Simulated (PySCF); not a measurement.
**I⁺: excitation energy in aug-cc-pwCVTZ-DK3**

Aim: the excitation energy of iodine from differences of total energies, at each level of theory, and how far each lands from the tabulated value where there is one.

Program: PySCF 2.14.0. Level of theory: unrestricted determinants in a Gaussian basis, no spin-orbit coupling in the energies. These are calculated values, not measurements, unless marked.

### 1 The atom as given

- Element: iodine (Z = 53)
- Basis: aug-cc-pwCVTZ-DK3 (10s9p7d4f1g, 109 functions)
- Hamiltonian: the spin-free X2C one-electron Hamiltonian (Gaussian nucleus)
- State 1: I⁺: [Kr] 4d10 5s2 5p3 6s1, high-spin 5S determinant (an excited configuration)
- Needed too, but not shown: I⁺ [Kr] 4d10 5s2 5p4 (3P)
- Methods: UHF, LDA, PBE, PBE0, r2SCAN, CAM-B3LYP, M06-2X, wB97M-V, MP2
- Core shells frozen in the correlated runs: valence: [Kr] 4d10; valence and next inner shell: [Ar] 3d10 (for I⁺)

The outer shells:

I+ [Kr] 4d10 5s2 5p3 6s1
```
[Kr] core
4d [↑↓][↑↓][↑↓][↑↓][↑↓]
5s [↑↓]
5p [↑ ][↑ ][↑ ]
6s [↑ ]
```

One driver process ran all states and methods and kept the integrals in memory. Each run is shown as a PySCF script that sums up its settings (the driver passes frozen orbitals as a list and adds second-order terms of double hybrids); the logs are those of the runs themselves. The driver starts from symmetry-adapted Hartree-Fock orbitals, holds the occupation by maximum overlap and uses a logarithmic radial grid for functionals, so a plain start would take other cycles.

The integrals over 109 functions and the set-up took 5.8 s of CPU time.

### 2 I⁺ [Kr] 4d10 5s2 5p3 6s1

UHF:

input.py reads:

```python
from pyscf import gto, scf, dft, mp, cc
import basis_set_exchange as bse
mol = gto.M(atom="I 0 0 0", charge=1, spin=4, symmetry="D2h",
            basis=gto.basis.parse(bse.get_basis("aug-cc-pwCVTZ-DK3", elements=["I"], fmt="nwchem")),
            nucmod="G")
mf = scf.UHF(mol).sfx2c1e()
mf.irrep_nelec = {'Ag': (10, 9), 'B1g': (2, 2), 'B2g': (2, 2), 'B3g': (2, 2), 'B1u': (4, 3), 'B2u': (4, 3), 'B3u': (4, 3)}
mf.kernel()
```

LDA:

input.py, as changed from the run before:

```diff
@@ -5,3 +5,3 @@
             nucmod="G")
-mf = scf.UHF(mol).sfx2c1e()
+mf = dft.UKS(mol, xc="LDA,VWN").sfx2c1e()
 mf.irrep_nelec = {'Ag': (10, 9), 'B1g': (2, 2), 'B2g': (2, 2), 'B3g': (2, 2), 'B1u': (4, 3), 'B2u': (4, 3), 'B3u': (4, 3)}
```

PBE:

input.py, as changed from the run before:

```diff
@@ -5,3 +5,3 @@
             nucmod="G")
-mf = dft.UKS(mol, xc="LDA,VWN").sfx2c1e()
+mf = dft.UKS(mol, xc="PBE").sfx2c1e()
 mf.irrep_nelec = {'Ag': (10, 9), 'B1g': (2, 2), 'B2g': (2, 2), 'B3g': (2, 2), 'B1u': (4, 3), 'B2u': (4, 3), 'B3u': (4, 3)}
```

PBE0:

input.py, as changed from the run before:

```diff
@@ -5,3 +5,3 @@
             nucmod="G")
-mf = dft.UKS(mol, xc="PBE").sfx2c1e()
+mf = dft.UKS(mol, xc="PBE0").sfx2c1e()
 mf.irrep_nelec = {'Ag': (10, 9), 'B1g': (2, 2), 'B2g': (2, 2), 'B3g': (2, 2), 'B1u': (4, 3), 'B2u': (4, 3), 'B3u': (4, 3)}
```

r2SCAN:

input.py, as changed from the run before:

```diff
@@ -5,3 +5,3 @@
             nucmod="G")
-mf = dft.UKS(mol, xc="PBE0").sfx2c1e()
+mf = dft.UKS(mol, xc="R2SCAN").sfx2c1e()
 mf.irrep_nelec = {'Ag': (10, 9), 'B1g': (2, 2), 'B2g': (2, 2), 'B3g': (2, 2), 'B1u': (4, 3), 'B2u': (4, 3), 'B3u': (4, 3)}
```

CAM-B3LYP:

input.py, as changed from the run before:

```diff
@@ -5,3 +5,3 @@
             nucmod="G")
-mf = dft.UKS(mol, xc="R2SCAN").sfx2c1e()
+mf = dft.UKS(mol, xc="CAMB3LYP").sfx2c1e()
 mf.irrep_nelec = {'Ag': (10, 9), 'B1g': (2, 2), 'B2g': (2, 2), 'B3g': (2, 2), 'B1u': (4, 3), 'B2u': (4, 3), 'B3u': (4, 3)}
```

M06-2X:

input.py, as changed from the run before:

```diff
@@ -5,3 +5,3 @@
             nucmod="G")
-mf = dft.UKS(mol, xc="CAMB3LYP").sfx2c1e()
+mf = dft.UKS(mol, xc="M062X").sfx2c1e()
 mf.irrep_nelec = {'Ag': (10, 9), 'B1g': (2, 2), 'B2g': (2, 2), 'B3g': (2, 2), 'B1u': (4, 3), 'B2u': (4, 3), 'B3u': (4, 3)}
```

wB97M-V:

input.py, as changed from the run before:

```diff
@@ -5,3 +5,3 @@
             nucmod="G")
-mf = dft.UKS(mol, xc="M062X").sfx2c1e()
+mf = dft.UKS(mol, xc="WB97M_V").sfx2c1e()
 mf.irrep_nelec = {'Ag': (10, 9), 'B1g': (2, 2), 'B2g': (2, 2), 'B3g': (2, 2), 'B1u': (4, 3), 'B2u': (4, 3), 'B3u': (4, 3)}
```

MP2 (valence):

input.py, as changed from the run before:

```diff
@@ -5,4 +5,5 @@
             nucmod="G")
-mf = dft.UKS(mol, xc="WB97M_V").sfx2c1e()
+mf = scf.UHF(mol).sfx2c1e()
 mf.irrep_nelec = {'Ag': (10, 9), 'B1g': (2, 2), 'B2g': (2, 2), 'B3g': (2, 2), 'B1u': (4, 3), 'B2u': (4, 3), 'B3u': (4, 3)}
 mf.kernel()
+mp.UMP2(mf, frozen=23).kernel()
```

### 3 I⁺ [Kr] 4d10 5s2 5p3 6s1, continued

MP2 (valence and next inner shell):

input.py: that of step 2 with these lines changed.

```diff
@@ -8,2 +8,2 @@
 mf.kernel()
-mp.UMP2(mf, frozen=23).kernel()
+mp.UMP2(mf, frozen=14).kernel()
```

**Question.** What will these runs give?

**Answer**, as computed:

| quantity | value |
| --- | --- |
| excitation energy, I⁺ → [Kr] 4d10 5s2 5p3 6s1 | UHF 9.125, MP2 (valence and next inner shell) 9.409 eV; reference 9.665 |

Each level's miss (mean over 1 difference):

```csv
method,mean absolute miss against the measured value (with the measured fine structure taken into account where it is known) (eV)
UHF,0.540
LDA,0.023
PBE,0.141
PBE0,0.004
r2SCAN,0.240
CAM-B3LYP,0.279
M06-2X,0.111
wB97M-V,0.096
MP2 (valence),0.292
SCS-MP2 (valence),0.074
MP2 (valence and next inner shell),0.256
SCS-MP2 (valence and next inner shell),0.069
```

**Reading.** Against experiment PBE0 comes closest (off by 0.00 eV), level with LDA and UHF is farthest (0.54 eV). PBE is off by -0.14 eV. The basis is finite, and no extrapolation was made.
